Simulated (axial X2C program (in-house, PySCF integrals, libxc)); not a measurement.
# SeS⁺: EOM-IP-CCSD levels

Aim: EOM-IP-CCSD levels of SeS⁺, with spin–orbit coupling in the Hamiltonian from the start.

Computed with an in-house X2C program for linear molecules on PySCF integrals. Level: two-component X2C with atomic mean-field terms, Se dyall-cv3z, S dyall-av3z.

All values are calculated.

## Step 1: The job

task.json

```json
{"zs": [34, 16], "q": 1, "bas": ["dyall-cv3z", "dyall-av3z"], "r0": 2.01, "eom": "ip", "rq": 0, "thr": -2.0, "nmax": 95, "grid": [1, 0.96, 1.045, 0.92, 1.09, 1.15]}
```

Keys: zs atomic numbers; q charge; bas basis sets; r0 starting distance in Å; eom kind of EOM run; thr threshold in hartree for freezing inner shells (an s shell follows its p shell); nmax most natural virtual spinors; grid distances as factors.

Command:

```
python soeom.py task.json out
```

Nuclei are Gaussian, cores are contracted, and the Gaunt term is on.

## Step 2: EOM-IP-CCSD at 2.036 Å

Reference: the closed shell SeS; 12 electrons correlated, 94 virtual spinors; roots sought by Ω: 1/2: 4, 3/2: 3, 5/2: 1.

Output:

```text
two-component X2C + atomic mean field  HF
basis functions 164  fitting functions 906  grid points 5081
iter        total energy     max residual
   1      -2824.592085865     2.81e+00
   2      -2825.862357071     1.50e-01
   3      -2825.892484563     1.88e-02
   4      -2825.893096913     2.66e-03
   5      -2825.893135408     1.99e-03
   6      -2825.893144213     2.38e-04
   7      -2825.893145200     1.76e-04
   8      -2825.893145656     1.10e-04
   9      -2825.893145834     2.94e-05
  10      -2825.893145861     1.12e-05
  11      -2825.893145863     2.87e-06
  12      -2825.893145863     8.44e-07
converged
one-electron -4209.98563534  Coulomb 1355.61897991  exact exchange -111.96187125  xc functional 0.00000000  nuclear repulsion 141.39116048  atomic mean-field constant -0.95577967
correlated 12  virtual 212  natural virtual 94  E(MP2) -0.324744848  MP2 remainder -0.009323336
iter   CCSD correlation   residual
   1     -0.326556766   1.47e-01
   2     -0.337331945   6.56e-02
   3     -0.340275668   3.43e-02
   4     -0.340511280   1.90e-02
   5     -0.340642140   9.30e-03
   6     -0.340651679   3.80e-03
   7     -0.340670329   1.07e-03
   8     -0.340678303   3.62e-04
   9     -0.340671936   1.34e-04
  10     -0.340672643   6.04e-05
  11     -0.340671602   2.84e-05
  12     -0.340672134   1.25e-05
  13     -0.340672059   4.81e-06
  14     -0.340672041   1.90e-06
(T) -0.021148756  T1 0.0177  D1 0.0311  max T2 0.155
EOM-IP-CCSD roots
2*Omega      energy/Eh   energy/eV  one-particle weight
    1       0.32279105      8.7836      0.940
    1       0.43473951     11.8299      0.856
    1       0.47623500     12.9590      0.924
    1       0.51123018     13.9113      0.000
    3       0.42043875     11.4407      0.916
    3       0.44918024     12.2228      0.005
    3       0.53331643     14.5123      0.001
    5       0.50152428     13.6472      0.000
```

T1 in the output is the amplitude norm over the root of the electron number; divide by √2 for the Lee–Taylor value.

```csv
Ω,vertical IE (eV),above lowest (cm⁻¹),spinor,weight
1/2,8.784,0,"44% S pπ, 42% Se pπ, 6% S dπ",0.94
3/2,11.441,21430,"54% S pπ, 38% Se pπ",0.92
1/2,11.830,24570,"51% S pπ, 44% Se pπ",0.86
1/2,12.959,33680,"45% S pσ, 39% Se pσ, 8% S sσ",0.92
```

Run time: 6.5 s. Hardware: 1 thread of Arm Neoverse V2, shared host; peak memory 0.75 GiB.

## Step 3: EOM-IP-CCSD at 1.955 Å

```csv
Ω,vertical IE (eV),above lowest (cm⁻¹),spinor,weight
1/2,8.614,0,"42% S pπ, 41% Se pπ, 8% S dπ",0.94
3/2,11.712,24990,"53% S pπ, 38% Se pπ",0.88
1/2,12.139,28430,"51% S pπ, 43% Se pπ",0.86
1/2,13.045,35740,"44% S pσ, 38% Se pσ, 10% S sσ",0.92
```

Run time: 6.9 s. Hardware: 1 thread of Arm Neoverse V2, shared host; peak memory 0.77 GiB.

## Step 4: EOM-IP-CCSD at 2.128 Å

```csv
Ω,vertical IE (eV),above lowest (cm⁻¹),spinor,weight
1/2,8.948,0,"45% S pπ, 43% Se pπ",0.93
3/2,11.180,18000,"54% S pπ, 39% Se pπ",0.92
1/2,11.530,20820,"50% S pπ, 45% Se pπ",0.86
1/2,12.845,31430,"45% S pσ, 41% Se pσ, 7% S sσ",0.93
```

Run time: 7.3 s. Hardware: 1 thread of Arm Neoverse V2, shared host; peak memory 0.78 GiB.

## Step 5: EOM-IP-CCSD at 1.873 Å

```csv
Ω,vertical IE (eV),above lowest (cm⁻¹),spinor,weight
1/2,8.421,0,"40% S pπ, 40% Se pπ, 9% S dπ",0.95
3/2,12.058,29340,"53% S pπ, 38% Se pπ",0.89
1/2,12.492,32840,"51% S pπ, 41% Se pπ",0.86
1/2,13.115,37860,"42% S pσ, 37% Se pσ, 11% S sσ",0.92
```

Wall time 6.9 s (1 thread of Arm Neoverse V2, shared host); peak memory 0.78 GiB.

## Step 6: EOM-IP-CCSD at 2.219 Å

```csv
Ω,vertical IE (eV),above lowest (cm⁻¹),spinor,weight
1/2,9.088,0,"47% S pπ, 44% Se pπ",0.93
3/2,10.965,15140,"55% S pπ, 39% Se pπ",0.92
1/2,11.276,17650,"50% S pπ, 46% Se pπ",0.86
1/2,12.717,29280,"46% S pσ, 42% Se pσ",0.93
```

It took 16 s on 1 thread of Arm Neoverse V2, shared host; peak memory 0.78 GiB.

## Step 7: EOM-IP-CCSD at 2.341 Å

```csv
Ω,vertical IE (eV),above lowest (cm⁻¹),spinor,weight
1/2,9.238,0,"49% S pπ, 44% Se pπ",0.92
3/2,10.736,12080,"56% S pπ, 39% Se pπ",0.92
1/2,10.996,14180,"49% S pπ, 48% Se pπ",0.86
1/2,12.533,26580,"46% S pσ, 44% Se pσ",0.93
```

Wall time 13 s (1 thread of Arm Neoverse V2, shared host); peak memory 0.78 GiB.

## Step 8: Curves of the states

Energies in eV from the lowest point of the lowest state; states are followed by energy order within each Ω.

```csv
R (Å),(1)Ω=1/2,(2)Ω=1/2,(3)Ω=1/2
1.873,0.1946,4.2663,4.8891
1.955,0.0000,3.5250,4.4317
2.036,0.0462,3.0924,4.2216
2.128,0.2866,2.8685,4.1832
2.219,0.6505,2.8386,4.2802
2.341,1.2364,2.9942,4.5315
```

Constants where the minimum is well bracketed (masses 79.917 and 31.972 u):

```csv
state,Te (cm⁻¹),Re (Å),ωe (cm⁻¹)
(1)Ω=1/2,0,1.976,621
(3)Ω=1/2,33750,2.102,465
```

## Step 9: Summary of results

```
                     quantity                             value
       lowest root at 2.036 Å                 Ω = 1/2, 8.784 eV
next root led by one particle  Ω = 3/2, about 21430 cm⁻¹ higher
          T1 of the reference                             0.012
      lowest state, Re and ωe                 1.976 Å, 621 cm⁻¹
```

What this shows: Removing an electron from the reference determinant of SeS costs 8.78 eV and empties a spinor of 44% S pπ, 42% Se pπ, 6% S dπ. The closed-shell reference lies 0.50 eV above the lowest determinant found, so these energies count from an excited configuration. Errors of 0.1 to 0.3 eV are usual at this size, and roots led by higher excitations are left out, so the list is incomplete, and low states of that kind can be missing. T1 or the largest double amplitude of the reference is raised, which lowers the reliability. The bond is 0.070 Å shorter than in the closed-shell reference at CCSD (2.046 Å).
